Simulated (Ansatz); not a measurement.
**TaRu: a line through a two-coordinate scan**

One table from this session's results is given with a row withheld; the runs are named, their logs left out.

Method: DFT PBEsol, scalar-relativistic, plane waves, PAW, in Ansatz 0.2.0.

56 further runs of the same task are left out: 56 set aside as unsound or not needed.

## The starting structure

Symmetry: P4/mmm, No. 123, tetragonal system. The conventional cell has a = 3.023 Å, b = 3.023 Å, c = 3.387 Å, α = 90.00°, β = 90.00°, γ = 90.00°. Ta (site symmetry 4/mmm) has 8 Ru at 2.73 Å and 4 Ta at 3.02 Å as nearest neighbours. Ru (site symmetry 4/mmm) has 8 Ta at 2.73 Å and 4 Ru at 3.02 Å as nearest neighbours.

Structure file:

```cif
data_structure
_symmetry_space_group_name_H-M 'P 1'
_symmetry_Int_Tables_number 1
_cell_length_a 3.0235
_cell_length_b 3.0235
_cell_length_c 3.3872
_cell_angle_alpha 90.000
_cell_angle_beta 90.000
_cell_angle_gamma 90.000
_cell_volume 30.96
loop_
_atom_site_label
_atom_site_type_symbol
_atom_site_fract_x
_atom_site_fract_y
_atom_site_fract_z
_atom_site_occupancy
Ta1 Ta 0.50000 0.50000 0.50000 1
Ru1 Ru 0.00000 0.00000 0.00000 1
```

This cell was relaxed beforehand with the same method: volume 15.48 Å³/atom, gap on the mesh none (metal).

## The scan

The energy is mapped over volume and a fixed ferromagnetic moment.

- volume per atom: 9 values from 12.70 to 18.27 Å³
- total spin moment of the cell, held fixed: 11 values from 0.00 to 1.50 μB

Nothing else is relaxed (shape and fractional coordinates fixed). Points are written as (first, second).

The first run:

input.yaml reads:

```yaml
crystal:
  lattice:
    - [2.8299186167, 0.0, 0.0]
    - [0.0, 2.8299186167, 0.0]
    - [0.0, 0.0, 3.170405469]
  atoms:
    - { symbol: Ta, position: [0.5, 0.5, 0.5] }
    - { symbol: Ru, position: [0.0, 0.0, 0.0], spin: 0.45 }
basis:
  ecutwfc: 420
kpoints:
  mp_grid: { grid: [16, 16, 14] }
hamiltonian:
  xc: pbesol
scf:
  occupations: { method: gaussian, width: 0.15 }
  lower_state_search: "off"
output:
  forces: true
  stress: true
  eigenvalues: true
  populations: true
magnetization:
  spin_polarized: true
  initial_magnetization: 0.45
  spin_locking: { lock_magnetization: hard }
```

Run with:

```bash
ansatz run input.yaml --threads 2 --pin off --max-ram 4096MiB --backend cpu --events-out ev --progress --plain --runs-dir out
```

Among the steps run: Grid point (12.70 Å³, 0.45 μB); Grid point (13.39 Å³, 0.45 μB); Point (14.09 Å³, 0.45 μB); Grid point (14.79 Å³, 0.45 μB); Point (15.48 Å³, 0.45 μB); Grid point (16.18 Å³, 0.45 μB); The run at (16.88 Å³, 0.45 μB); Grid point (17.57 Å³, 0.45 μB); Point (18.27 Å³, 0.45 μB).

One of the session's tables, all rows but one given; the rest of the session is left out.

| volume per atom (Å³) | energy (meV/atom) | pressure (GPa) |
| --- | --- | --- |
| 12.70 | 612 | 83 |
| 13.39 | 315 | 54 |
| 14.09 | 130 | 32 |
| 14.79 | 31 | 14 |
| 15.48 | 0 | 0 |
| 16.18 | ? | ? |
| 16.88 | 89 | −19 |
| 17.57 | 188 | −26 |
| 18.27 | 313 | −31 |

Q: Estimate the row for volume per atom (Å³) = 16.18 from the others.

Worked estimate for «energy (meV/atom)». A straight line through the neighbours (15.48, 0) and (16.88, 89) gives 0 + (89 − 0) × (16.18 − 15.48) / (16.88 − 15.48) = 44; a parabola fitted to 4 rows on both sides gives 22.

**Answer.** energy (meV/atom): 23; pressure (GPa): −11. In «energy (meV/atom)» the line misses by +21 and the parabola by -1.

Energies count from the lowest point of the line.

Three points round the minimum, joined by a parabola, put the minimum at 15.529 Å³, with a curvature of about 110 meV/atom per (Å³)². The well is lopsided: two grid steps out, the energy rises by 130 meV/atom towards smaller values and 89 meV/atom towards larger ones. The highest point computed, at 12.70 Å³, lies 612 meV/atom above the lowest.

To keep in mind: Warnings in the runs' records: stress scf threshold loose.
